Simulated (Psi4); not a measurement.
# triplet SiH2Br2 at U-wB97X/def2-SVP

We compute energy and gradient of triplet SiH2Br2. 

The results are computed with Psi4 1.11.

2 further runs of the same task are left out: 2 set aside as unsound or not needed.

## 1. The structure to begin with

SiH2Br2 has 5 atoms, charge 0, and is taken as a triplet. As SMILES of the parent species, `Br[SiH2]Br`. The shape is that of a PBE0-D4/def2-TZVP optimisation. That shape belongs to the parent species and isn't relaxed for this state.

Bond lengths: Br1–Si2 2.207 Å, Si2–Br3 2.207 Å, Si2–H4 1.476 Å, Si2–H5 1.476 Å. Angles: Br1–Si2–Br3 110.8°, Br1–Si2–H4 108.4°, Br1–Si2–H5 108.4°, Br3–Si2–H4 108.4°, Br3–Si2–H5 108.4°, H4–Si2–H5 112.5°.

## 2. Energy and forces at U-wB97X/def2-SVP

File job.inp:

```
memory 2200 MB

molecule mol {
  0 3
  Br    -1.672690    -1.239290     0.362310
  Si     0.158230    -0.046290     0.054680
  Br    -0.295570     1.814160    -1.042010
  H      1.103430    -0.843230    -0.751710
  H      0.706590     0.314640     1.376730
  symmetry c1
  no_reorient
  no_com
}

set basis def2-SVP
set reference uks
set puream true
set e_convergence 1e-09
set d_convergence 1e-08
set scf_type pk
set dft_radial_points 99
set dft_spherical_points 590
set maxiter 100

energy_value, wavefunction = gradient('wb97x', return_wfn=True)
oeprop(wavefunction, 'WIBERG_LOWDIN_INDICES', 'QUADRUPOLE', 'DIPOLE', title='WB97X')
print_variables()
```

Started as:

```console
$ psi4 job.inp job.out -n 1
```

job.out:

```text
[...]
  Running in c1 symmetry.
[...]
  Nuclear repulsion =  448.279262821226382
[...]
  Multiplicity = 3
[...]
  Nalpha       = 44
  Nbeta        = 42
[...]
    Number of basis functions: 92
[...]
   @UKS iter   1: -5437.65364773044621   -2.31168e+00   1.95471e-02 DIIS/ADIIS
[...]
   @UKS iter  19: -5438.16881092256244    0.00000e+00   9.74151e-09 DIIS
[...]
   @S^2 Observed:                2.005994216E+00
[...]
    Orbital Energies [Eh]
    ---------------------
    Alpha Occupied:
       1A   -482.581027     2A   -482.580947     3A    -66.125206
       4A    -62.491992     5A    -62.491913     6A    -56.324837
       7A    -56.324755     8A    -56.323362     9A    -56.323285
      10A    -56.321531    11A    -56.321452    12A     -8.799791
      13A     -8.799712    14A     -6.632238    15A     -6.632153
      16A     -6.629336    17A     -6.629261    18A     -6.622686
      19A     -6.622610    20A     -5.402042    21A     -3.764384
      22A     -3.759296    23A     -3.757777    24A     -2.758288
      25A     -2.758206    26A     -2.757970    27A     -2.757888
      28A     -2.752897    29A     -2.752816    30A     -2.750993
      31A     -2.750918    32A     -2.749807    33A     -2.749732
      34A     -0.941626    35A     -0.921167    36A     -0.675133
[...]
  @UKS Final Energy: -5438.16881092256244
   => Energetics <=
    Nuclear Repulsion Energy =            448.2792628212263821
    One-Electron Energy =               -8460.6152039698099543
    Two-Electron Energy =                2735.2269070832016951
    DFT Exchange-Correlation Energy =    -161.0597768571803385
    Empirical Dispersion Energy =           0.0000000000000000
    VV10 Nonlocal Energy =                  0.0000000000000000
    Total Energy =                      -5438.1688109225624430
[...]
  -Total Gradient:
     Atom            X                  Y                   Z
    ------   -----------------  -----------------  -----------------
       1        0.049015309264     0.057816950759    -0.022314113494
       2       -0.017814198352     0.005218939030    -0.006159973576
       3       -0.008475497858    -0.069669016485     0.036319371767
       4       -0.012184178373     0.005745100093     0.000552440958
       5       -0.010516420877     0.000880612197    -0.008389022666
[...]
 Multipole Moments:
 ------------------------------------------------------------------------------------
     Multipole            Electronic (a.u.)      Nuclear  (a.u.)        Total (a.u.)
 ------------------------------------------------------------------------------------
 L = 1.  Multiply by 2.5417464519 to convert [e a0] to [Debye]
 Dipole X            :        122.8536482         -122.5749308            0.2787174
 Dipole Y            :        -35.8792376           35.7985938           -0.0806438
 Dipole Z            :         42.4237392          -42.3278999            0.0958393
 Magnitude           :                                                    0.3055683
 L = 2.  Multiply by 1.3450342976 to convert [e a0^2] to [Debye ang]
 Quadrupole XX       :       -406.2843988          368.0025609          -38.2818379
 Quadrupole XY       :       -189.8254686          189.1775837           -0.6478849
[...]
```

Wall time 87 s (1 thread of Intel Xeon at 2.50GHz (Skylake/Cascade Lake), shared host); peak memory 0.91 GiB.

## 3. Outcome

At U-wB97X/def2-SVP:

```
                          quantity           value
                      total energy  -5438.16881 Eh
                     dipole moment          0.78 D
HOMO energy (highest over α and β)        -4.04 eV
                              ⟨S²⟩           2.006
          largest force on an atom      4.064 eV/Å
```
